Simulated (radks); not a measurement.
# Bi²⁺ in [Hg] 6p1: an all-electron calculation

One table from this session's results is given with a row withheld; the runs are named, their logs left out.

Program: radks (a radial shooting solver on a logarithmic mesh, Libxc functionals) version 1. Level of theory: scalar-relativistic Kohn-Sham, BLYP, spin-unpolarised, spherical densities, finite nucleus. These are calculated values, not measurements, unless marked.

### What is computed

| Property | Result |
| --- | --- |
| element | bismuth (Z = 83) |
| charge | +2 |
| electrons | 81 |
| configuration | [Hg] 6p1 |
| nuclear rms radius | 5.5211 fm |

The outer shells:

Bi²⁺
```
[Hg] core
6p [↑ ][  ][  ]
```

Set-up of the first run:

Input:

```text
Z 83
configuration [Hg] 6p1 7s0 5f0
relativity scalar-relativistic
functional b88,lyp
spin unpolarised
nucleus finite rms 5.5211 fm
c 137.035999084
```

Command:

```bash
$ python run_ks.py task.json out
```

The same process makes all the runs of this session.

One of the session's tables, all rows but one given; the rest of the session is left out.

It belongs to the step «Orbitals and density». Sizes of the orbitals, from the radial functions (bohr):

```
level      <r>  outermost maximum (interpolated)  90 % within  nodes
   1s  0.01580                           0.00966       0.0290      0
   2s  0.06649                            0.0562        0.103      1
   2p  0.06054                            0.0469       0.0988      0
   3s   0.1716                             0.158        0.252      2
   3p   0.1737                             0.159        0.260      1
   3d   0.1575                             0.129        0.244      0
   4s   0.3771                             0.356        0.540      3
   4p        ?                                 ?            ?      ?
   4d   0.4225                             0.381        0.628      1
   5s   0.8307                             0.770         1.18      4
   4f   0.4410                             0.342        0.698      0
   5p   0.9476                             0.860         1.36      3
   5d    1.227                              1.03         1.84      2
   6s    2.073                              1.84         2.99      5
   6p    2.631                              2.29         3.83      4
   7s    4.735                              4.43         6.69      6
```

**Question.** Estimate the row for 4p.

As computed: <r>: 0.4026; outermost maximum (interpolated): 0.376; 90 % within: 0.583; nodes: 2. In the column «<r>» it lies between 4s (0.3771) and 4d (0.4225).

Caveats from the session: Spin polarisation and multiplet splitting are left out.
